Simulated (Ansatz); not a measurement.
# CeTe2: the cost of one run

All numbers are computed with Ansatz 0.2.0 through its Python package. Level of theory: DFT LDA, plane waves, PAW.

The COD entry's cell or inner coordinates are ideal or old and differ from later refinements, so a difference from it is no clean test against experiment.

**1. The system**

Symmetry: P4/nmm, No. 129, tetragonal system. The conventional cell has a = 4.520 Å, b = 4.520 Å, c = 9.120 Å, α = 90.00°, β = 90.00°, γ = 90.00°. Ce (site symmetry 4mm) has 9 Te at 3.28 to 3.36 Å as nearest neighbours. Te (site symmetry -4m2) is surrounded by 4 Te at 3.20 Å and 4 Ce at 3.28 Å. Te (site symmetry 4mm) is surrounded by 5 Ce at 3.33 to 3.36 Å.

The script holds or builds the structure itself.

**2. The code**

The input, pdos.py:

```python
"""Which atoms and shells make the states of CeTe2."""

import ansatz as az
import numpy as np


def main() -> None:
    lattice = az.Lattice.of(
        (4.52, 0.0, 0.0),
        (0.0, 4.52, 0.0),
        (0.0, 0.0, 9.12),
    )
    sites = [
        ("Ce", (0.5, 0.0, 0.26)),
        ("Ce", (0.0, 0.5, 0.74)),
        ("Te", (0.0, 0.0, 0.0)),
        ("Te", (0.5, 0.5, 0.0)),
        ("Te", (0.5, 0.0, 0.625)),
        ("Te", (0.0, 0.5, 0.375)),
    ]
    xtal = az.Crystal(lattice=lattice)
    for symbol, position in sites:
        xtal = xtal.atom(symbol, position)
    xtal = xtal.moments(Ce=0.7)

    base = (
        xtal.calculation()
        .functional("lda")
        .kpoints(6, 6, 3)
        .occupations("Fermi-Dirac", width=0.1)
        .spin("collinear")
        .scf(tolerance=1e-10)
        .scf(extra_bands=18)
        .density_of_states(projected=True, energy_step=0.05)
    )
    res = base.run()
    rep = res.report

    dos = res.density_of_states()
    energy = np.asarray(dos.energies_ev) - dos.fermi_ev
    curves = {}
    for site in res.projected_density_of_states().sites:
        for shell in site.shells:
            weight = sum(np.sum(curve.g_bin_mean_per_ev, axis=0) for curve in shell.curves)
            name = f"{site.species} {shell.label}"
            curves[name] = curves.get(name, 0) + weight

    step = energy[1] - energy[0]
    windows = [(-6, -3), (-3, 0), (0, 4)]
    print("states by shell in windows of E - E_F (eV):", windows)
    for name, g in curves.items():
        print(f"{name:8s}", " ".join(f"{step * g[(energy >= a) & (energy < b)].sum():8.3f}" for a, b in windows))
    filled = (energy < 0) & (energy > -6)
    for name, g in curves.items():
        if g[filled].sum() * step > 0.5:
            print(f"centre of {name}: {np.average(energy[filled], weights=g[filled]):.2f} eV")


if __name__ == "__main__":
    main()
```

**3. The calls as engine input**

The package turns the script's settings into the engine's input:

```yaml
crystal:
  lattice:
    - [4.52, 0.0, 0.0]
    - [0.0, 4.52, 0.0]
    - [0.0, 0.0, 9.12]
  atoms:
    - { symbol: Ce, position: [0.5, 0.0, 0.26] }
    - { symbol: Ce, position: [0.0, 0.5, 0.74] }
    - { symbol: Te, position: [0.0, 0.0, 0.0] }
    - { symbol: Te, position: [0.5, 0.5, 0.0] }
    - { symbol: Te, position: [0.5, 0.0, 0.625] }
    - { symbol: Te, position: [0.0, 0.5, 0.375] }
kpoints:
  mp_grid:
    grid: [6, 6, 3]
hamiltonian:
  xc: lda
magnetization:
  spin_polarized: true
  per_species:
    Ce: 0.7
scf:
  n_extra_bands: 18
  convergence:
    dr2_threshold: 1.0e-10
  occupations:
    method: fermi_dirac
    width: 0.1
output:
  dos:
    de: 0.05
    projected: true
```

**4. Launch**

Command:

```console
$ python pdos.py
```

Q: Estimate wall time and peak memory on 1 thread of Arm Neoverse V2, shared host.

About 42 s, with a peak of 0.73 GiB.
